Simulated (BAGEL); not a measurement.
**C3H4AlF (SMILES CC#[C][AlH][F]): HF/STO-3G (density fitting with qzvpp-jkfit)**

What is the energy change on altering one bond length of C3H4AlF at HF/STO-3G (density fitting with qzvpp-jkfit)? 

The results are computed with BAGEL 1.2.2.

2 further runs of the same task are left out: 2 set aside as unsound or not needed.

### 1 Starting point

The species is C3H4AlF (9 atoms), meant as a singlet with charge 0. As SMILES, `CC#[C][AlH][F]`. Geometry: a GFN2-xTB relaxation, a rough one for these elements and not checked as a minimum.

Bond lengths: C1–C2 1.446 Å, C2–C3 1.215 Å, C3–Al4 1.927 Å, Al4–F5 1.648 Å, C1–H6 1.090 Å, C1–H7 1.090 Å, C1–H8 1.090 Å, Al4–H9 1.522 Å. Some angles: C1–C2–C3 179.2°, C2–C3–Al4 178.7°, C3–Al4–F5 123.2°, C2–C1–H6 110.0°, C2–C1–H7 110.0°, C2–C1–H8 110.0°, C3–Al4–H9 123.9°, F5–Al4–H9 112.9°, H6–C1–H7 108.9°, H6–C1–H8 108.9°.

### 2 A single-point energy at HF/STO-3G (density fitting with qzvpp-jkfit)

The input, input.json:

```json
{ "bagel": [

{
  "title": "molecule",
  "basis": "sto-3g",
  "df_basis": "qzvpp-jkfit",
  "angstrom": true,
  "geometry": [
    { "atom": "C", "xyz": [       1.977470,       0.512520,      -0.231510 ] },
    { "atom": "C", "xyz": [       0.588510,       0.149630,      -0.062070 ] },
    { "atom": "C", "xyz": [      -0.580130,      -0.145430,       0.093640 ] },
    { "atom": "Al", "xyz": [      -2.429230,      -0.644210,       0.309880 ] },
    { "atom": "F", "xyz": [      -3.597110,      -0.282460,      -0.794870 ] },
    { "atom": "H", "xyz": [       2.115970,       1.569870,      -0.005140 ] },
    { "atom": "H", "xyz": [       2.602160,      -0.077750,       0.439070 ] },
    { "atom": "H", "xyz": [       2.288710,       0.327980,      -1.259690 ] },
    { "atom": "H", "xyz": [      -2.966340,      -1.410150,       1.510670 ] }
  ]
},

{
  "title": "hf"
},

{
  "title": "print",
  "file": "orbitals.molden",
  "orbitals": true
}

]}
```

The run is started by

```bash
$ BAGEL_NUM_THREADS=1 BAGEL input.json > input.out
```

The program printed:

```text
* using 1 threads per process

  ===============================================================
  ===============================================================

  *** Geometry ***

  { "atom" : "C", "xyz" : [      3.736877,      0.968522,     -0.437490 ] },
  { "atom" : "C", "xyz" : [      1.112123,      0.282760,     -0.117295 ] },
  { "atom" : "C", "xyz" : [     -1.096287,     -0.274823,      0.176954 ] },
  { "atom" : "Al", "xyz" : [     -4.590579,     -1.217380,      0.585588 ] },
  { "atom" : "F", "xyz" : [     -6.797553,     -0.533772,     -1.502087 ] },
  { "atom" : "H", "xyz" : [      3.998604,      2.966624,     -0.009713 ] },
  { "atom" : "H", "xyz" : [      4.917370,     -0.146926,      0.829722 ] },
  { "atom" : "H", "xyz" : [      4.325035,      0.619792,     -2.380469 ] },
  { "atom" : "H", "xyz" : [     -5.605570,     -2.664797,      2.854753 ] },

  Number of auxiliary basis functions:      502

  Since a DF basis is specified, we compute 2- and 3-index integrals:
    o Being stored without compression. Storage requirement is 0.004 GB

  Number of basis functions:       33
  Number of electrons      :       44

    * METHOD: MOLECULE                             0.44

  *** RHF ***

  === Nuclear Repulsion ===
   170.4902900360

      * DIIS with orbital gradients will be used.

  === RHF iteration (sto-3g) ===
      0       -451.48843592          0.01396576           0.04
      1       -451.57864684          0.00353526           0.05
      2       -451.58320749          0.00150512           0.05
      3       -451.58385878          0.00075089           0.05
      4       -451.58403014          0.00009577           0.05
      5       -451.58403774          0.00003006           0.05
      6       -451.58403859          0.00001282           0.05
      7       -451.58403876          0.00000647           0.04
      8       -451.58403881          0.00000150           0.05
      9       -451.58403881          0.00000065           0.05
     10       -451.58403881          0.00000028           0.05
     11       -451.58403881          0.00000005           0.05
     12       -451.58403881          0.00000002           0.05
     13       -451.58403881          0.00000001           0.05
    * SCF iteration converged.

    * Permanent dipole moment:
           (   -0.236592,     0.047595,    -0.169392) a.u.

    * METHOD: HF                                   0.92

    * METHOD: PRINT                                0.00

  ===============================================================
```

Wall time 1.8 s (1 thread of Intel Xeon at 2.50GHz (Skylake/Cascade Lake), shared host).

### 3 The distorted shape at the same level

The input, job.json:

```json
{ "bagel": [

{
  "title": "molecule",
  "basis": "sto-3g",
  "df_basis": "qzvpp-jkfit",
  "angstrom": true,
  "geometry": [
    { "atom": "C", "xyz": [    2.671929,    0.693959,   -0.316227 ] },
    { "atom": "C", "xyz": [    0.588510,    0.149630,   -0.062070 ] },
    { "atom": "C", "xyz": [   -0.580130,   -0.145430,    0.093640 ] },
    { "atom": "Al", "xyz": [   -2.429230,   -0.644210,    0.309880 ] },
    { "atom": "F", "xyz": [   -3.597110,   -0.282460,   -0.794870 ] },
    { "atom": "H", "xyz": [    2.810429,    1.751309,   -0.089857 ] },
    { "atom": "H", "xyz": [    3.296619,    0.103689,    0.354353 ] },
    { "atom": "H", "xyz": [    2.983169,    0.509419,   -1.344407 ] },
    { "atom": "H", "xyz": [   -2.966340,   -1.410150,    1.510670 ] }
  ]
},
{ "title": "hf" },
{ "title": "print", "file": "orbitals.molden", "orbitals": true }

]}
```

The run is started by

```bash
$ BAGEL_NUM_THREADS=1 BAGEL job.json > job.out
```

The program printed:

```text
* using 1 threads per process

  ===============================================================
  ===============================================================

  *** Geometry ***

  { "atom" : "C", "xyz" : [      5.049214,      1.311392,     -0.597582 ] },
  { "atom" : "C", "xyz" : [      1.112123,      0.282760,     -0.117295 ] },
  { "atom" : "C", "xyz" : [     -1.096287,     -0.274823,      0.176954 ] },
  { "atom" : "Al", "xyz" : [     -4.590579,     -1.217380,      0.585588 ] },
  { "atom" : "F", "xyz" : [     -6.797553,     -0.533772,     -1.502087 ] },
  { "atom" : "H", "xyz" : [      5.310941,      3.309494,     -0.169805 ] },
  { "atom" : "H", "xyz" : [      6.229707,      0.195944,      0.669630 ] },
  { "atom" : "H", "xyz" : [      5.637372,      0.962662,     -2.540561 ] },
  { "atom" : "H", "xyz" : [     -5.605570,     -2.664797,      2.854753 ] },

  Number of auxiliary basis functions:      502

  Since a DF basis is specified, we compute 2- and 3-index integrals:
    o Being stored without compression. Storage requirement is 0.004 GB

  Number of basis functions:       33
  Number of electrons      :       44

    * METHOD: MOLECULE                             0.52

  *** RHF ***

  === Nuclear Repulsion ===
   160.3372950956

      * DIIS with orbital gradients will be used.

  === RHF iteration (sto-3g) ===
      0       -451.30855998          0.01555399           0.06
      1       -451.41299083          0.00599395           0.05
      2       -451.42250593          0.00272483           0.05
      3       -451.42446442          0.00106720           0.05
      4       -451.42485043          0.00017226           0.04
      5       -451.42486587          0.00005919           0.05
      6       -451.42486823          0.00002441           0.05
      7       -451.42486874          0.00001003           0.05
      8       -451.42486883          0.00000513           0.05
      9       -451.42486886          0.00000169           0.06
     10       -451.42486887          0.00000088           0.05
     11       -451.42486887          0.00000036           0.04
     12       -451.42486887          0.00000009           0.05
     13       -451.42486887          0.00000003           0.05
     14       -451.42486887          0.00000001           0.06
     15       -451.42486887          0.00000001           0.05
    * SCF iteration converged.

    * Permanent dipole moment:
           (   -0.685197,    -0.067760,    -0.115379) a.u.

    * METHOD: HF                                   1.08

    * METHOD: PRINT                                0.00

  ===============================================================
```

Wall time 2.1 s (1 thread of Intel Xeon at 2.50GHz (Skylake/Cascade Lake), shared host).

### 4 Outcome

Level: HF/STO-3G (density fitting with qzvpp-jkfit).

| quantity | value |
| --- | --- |
| first shape: total energy | -451.58404 Eh |
| first shape: dipole moment | 0.75 D |
| first shape: HOMO energy | -7.78 eV |
| first shape: LUMO energy | 8.08 eV |
| first shape: HOMO–LUMO gap | 15.86 eV |
| distorted shape: total energy | -451.42487 Eh |
| distorted shape: dipole moment | 1.77 D |
| distorted shape: HOMO energy | -7.70 eV |
| distorted shape: LUMO energy | 6.18 eV |
| distorted shape: HOMO–LUMO gap | 13.88 eV |
| energy change with the C1–C2 bond stretched from 1.446 to 2.168 Å | 4.331 eV |

In words: With the C1–C2 bond stretched from 1.446 to 2.168 Å the energy rises by 4.33 eV (100 kcal/mol). The first shape isn't relaxed at this level, so the change isn't measured from a minimum. The minimal basis adds a large error of its own.
